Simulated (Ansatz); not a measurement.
# C2H3BClF3O: up Jacob's ladder to CCSD(T)

The task here is to estimate one member of a computed series from the others.

Program: Ansatz 0.2.0, Gaussian basis. Level of theory: functionals in def2-TZVPP, the program's frozen cores in correlated methods. These are calculated values, not measurements.

The runs, in order: LDA (SPW92), PBE-D4, revPBE-D4, BLYP-D4, r2SCAN-D4, B97M-V, PBE0-D4, B3LYP-D4, r2SCANh-D4, r2SCAN0-D4, HSE06-D4, BHLYP-D4, CAM-B3LYP-D4, LC-ωPBE, ωB97X-V, ωB97M-V, B2PLYP, PBE-QIDH; CCSD(T)/def2-SVP; CCSD(T)/def2-TZVPP; MP2/def2-QZVPP; extrapolation to the limit; RPA on PBE.

## The relaxed structure

The geometry comes from an earlier relaxation with PBE0-D4 in a triple-zeta def2 set; it is a stationary point, not always the lowest conformer.

11 atoms, charge 0, spin multiplicity 1.

Atoms are counted from 1 here; the program's logs count them from 0.

Bond lengths: F1–C2 1.338 Å, C2–F3 1.331 Å, C2–F4 1.336 Å, C2–C5 1.515 Å, C5–O6 1.402 Å, C5–H9 1.094 Å, C5–H10 1.091 Å, O6–B7 1.345 Å, B7–Cl8 1.745 Å, B7–H11 1.194 Å. Angles: F1–C2–F3 108.1°, F1–C2–F4 108.0°, F1–C2–C5 109.3°, F3–C2–F4 107.7°, F3–C2–C5 112.2°, F4–C2–C5 111.4°, C2–C5–O6 110.0°, C2–C5–H9 107.8°, C2–C5–H10 108.0°, O6–C5–H9 112.2°, O6–C5–H10 109.1°, H9–C5–H10 109.6°, C5–O6–B7 121.2°, O6–B7–Cl8 118.0°, O6–B7–H11 122.1°, Cl8–B7–H11 119.9°.

As a file:

```csv
atom,x (Å),y (Å),z (Å)
F1,-1.5108,1.8220,1.0165
C2,-1.0233,1.0498,0.0389
F3,-0.9639,1.7791,-1.0731
F4,-1.8901,0.0553,-0.1720
C5,0.3360,0.5208,0.4491
O6,0.8648,-0.2844,-0.5691
B7,0.9219,-1.6216,-0.4407
Cl8,1.5449,-2.5480,-1.7820
H9,0.2126,-0.0272,1.3874
H10,0.9964,1.3750,0.6082
H11,0.5768,-2.1779,0.5575
```

The first run:

Input file in.yaml:

```yaml
crystal:
  periodic: [false, false, false]
  atoms:
    - {symbol: F, position_ang: [-1.510775, 1.822010, 1.016461]}
    - {symbol: C, position_ang: [-1.023260, 1.049766, 0.038915]}
    - {symbol: F, position_ang: [-0.963864, 1.779079, -1.073125]}
    - {symbol: F, position_ang: [-1.890130, 0.055341, -0.172049]}
    - {symbol: C, position_ang: [0.336044, 0.520796, 0.449094]}
    - {symbol: O, position_ang: [0.864819, -0.284370, -0.569089]}
    - {symbol: B, position_ang: [0.921919, -1.621596, -0.440704]}
    - {symbol: Cl, position_ang: [1.544927, -2.548031, -1.782033]}
    - {symbol: H, position_ang: [0.212628, -0.027180, 1.387378]}
    - {symbol: H, position_ang: [0.996383, 1.375016, 0.608163]}
    - {symbol: H, position_ang: [0.576807, -2.177929, 0.557488]}
basis:
  gaussian: {orbitals: def2-TZVPP}
hamiltonian: {xc: lda}
output: {orbitals: {seedname: orbitals}}
```

Steps of the session up to this table: LDA; PBE-D4 (GGA); revPBE-D4 (GGA); BLYP-D4 (GGA); r2SCAN-D4 (meta-GGA); B97M-V (meta-GGA); PBE0-D4 (hybrid); B3LYP-D4 (hybrid); r2SCANh-D4 (hybrid); r2SCAN0-D4 (hybrid); HSE06-D4 (hybrid); BHLYP-D4 (hybrid); CAM-B3LYP-D4 (range-separated); LC-ωPBE (range-separated); ωB97X-V (range-separated); ωB97M-V (range-separated); B2PLYP (double hybrid); PBE-QIDH (double hybrid).

One of the session's tables, all rows but one given; the rest of the session is left out.

It belongs to the step «Orbital energies across the functionals». 

```
  functional  HOMO (eV)  gap (eV)
 LDA (SPW92)      -7.82      5.82
      PBE-D4          ?         ?
   revPBE-D4      -7.63      6.05
     BLYP-D4      -7.54      5.99
   r2SCAN-D4      -8.05      6.66
      B97M-V      -8.16      6.78
     PBE0-D4      -9.14      8.41
    B3LYP-D4      -8.87      7.91
  r2SCANh-D4      -8.58      7.54
  r2SCAN0-D4      -9.38      8.84
    HSE06-D4      -8.73      7.62
    BHLYP-D4     -10.46     10.75
CAM-B3LYP-D4     -10.55     10.92
     LC-ωPBE     -11.98     13.57
     ωB97X-V     -11.61     13.09
     ωB97M-V     -11.44     12.70
```

Estimate the missing values for PBE-D4.

The run gave: HOMO (eV): -7.69; gap (eV): 5.99. In the column «HOMO (eV)» it lies between LDA (SPW92) (-7.82) and revPBE-D4 (-7.63).
